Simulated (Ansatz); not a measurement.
# Ga3BiN2: how the settings move a single-point run

Question: which choices in the input matter for Ga3BiN2? The cell is built on a prototype (ordering on zincblende) and needn't be the phase found in nature.

Computed with Ansatz 0.2.0 (reference: DFT, HSE06, plane waves, PAW, unless a step's input says otherwise).

1 further run of the same task is left out (for a known fault of the program).

## (1) The system as given

Symmetry: P3m1, No. 156, trigonal system. Conventional cell: a = 3.199 Å, b = 3.199 Å, c = 11.825 Å, α = 90.00°, β = 90.00°, γ = 120.00°. N (site symmetry 3m) is surrounded by 4 Ga at 1.95 to 1.99 Å. N (site symmetry 3m) has 4 Ga at 1.95 to 1.96 Å as nearest neighbours. Around Bi (site symmetry 3m) lie 1 Ga at 2.79 Å and 6 Bi at 3.20 Å. Ga (site symmetry 3m) has 4 N at 1.95 Å as nearest neighbours. Around Ga (site symmetry 3m) lie 3 N at 1.96 Å. Around Ga (site symmetry 3m) lie 1 N at 1.99 Å.

As a file:

```cif
data_structure
_symmetry_space_group_name_H-M 'P3m1'
_symmetry_Int_Tables_number 156
_cell_length_a 3.1992
_cell_length_b 3.1992
_cell_length_c 11.8246
_cell_angle_alpha 90.000
_cell_angle_beta 90.000
_cell_angle_gamma 120.000
_cell_volume 104.81
loop_
_atom_site_label
_atom_site_type_symbol
_atom_site_symmetry_multiplicity
_atom_site_Wyckoff_symbol
_atom_site_fract_x
_atom_site_fract_y
_atom_site_fract_z
_atom_site_occupancy
N1 N 1 a 0.00000 0.00000 0.06026 1
N2 N 1 b 0.33333 0.66667 0.27841 1
Bi1 Bi 1 c 0.66667 0.33333 0.57071 1
Ga1 Ga 1 b 0.33333 0.66667 0.11356 1
Ga2 Ga 1 c 0.66667 0.33333 0.33484 1
Ga3 Ga 1 a 0.00000 0.00000 0.89222 1
```

## (2) Baseline

input.yaml

```yaml
crystal:
  lattice:
    - [3.1991552504, 0.0, 0.0]
    - [-1.5995776252, 2.7705497175, 0.0]
    - [0.0, 0.0, 11.8245641666]
  atoms:
    - { symbol: "N", position: [0.0, 0.0, 0.0602581252] }
    - { symbol: "N", position: [0.3333333333, 0.6666666667, 0.2784101575] }
    - { symbol: Bi, position: [0.6666666667, 0.3333333333, 0.5707114909] }
    - { symbol: Ga, position: [0.3333333333, 0.6666666667, 0.1135570317] }
    - { symbol: Ga, position: [0.6666666667, 0.3333333333, 0.3348391935] }
    - { symbol: Ga, position: [0.0, 0.0, 0.8922240012] }
kpoints:
  mp_grid: { grid: [6, 6, 2] }
hamiltonian:
  xc: hse06
scf:
  occupations: { method: fermi_dirac, width: 0.02 }
  n_extra_bands: 5
output:
  forces: true
  stress: true
  eigenvalues: true
```

Command:

```
$ ansatz run input.yaml --threads 4 --pin off --max-ram 4608MiB --backend cpu --events-out ev --progress --plain --runs-dir out
```

## (3) A further run, with the input changed

input.yaml: that of step 2 with these lines changed.

```diff
@@ -19,2 +19,4 @@
   n_extra_bands: 5
+  convergence: { dr2_threshold: 0.0001 }
+  max_iter: 75
 output:
```

(Steps that only read results are left out.)

What does the calculation give? Wanted: for each run, ending; energy change; pressure; gap; force.

As calculated:

```csv
run,ending,energy change,pressure (GPa),gap (eV),force (eV/Å),cycles,time
reference,converged,0,0.9,0.00,0.12,34,92 s
1: dr2_threshold 0.0001,converged,0.0 meV/atom,0.9,0.00,0.12,28,89 s
```

Residual by cycle in the longest SCF loop of each run; runs are numbered as in the table. The quantity is the density residual dr2, in eV.

```csv
cycle,reference,run 1
1,0.217,0.217
2,0.141,0.141
3,0.106,0.106
5,0.0107,0.0107
6,6.6e-4,6.6e-4
7,3.5e-5,3.5e-5
8,4.4e-6,4.4e-6
9,4.1e-7,4.1e-7
10,1.2e-7,-
12,3.2e-9,-
13,3.1e-9,-
14,1.7e-10,-
```

**Reading.** The changed convergence setting doesn't alter the result here (within 0.5 meV/atom). Cost: 28 SCF cycles against 34.
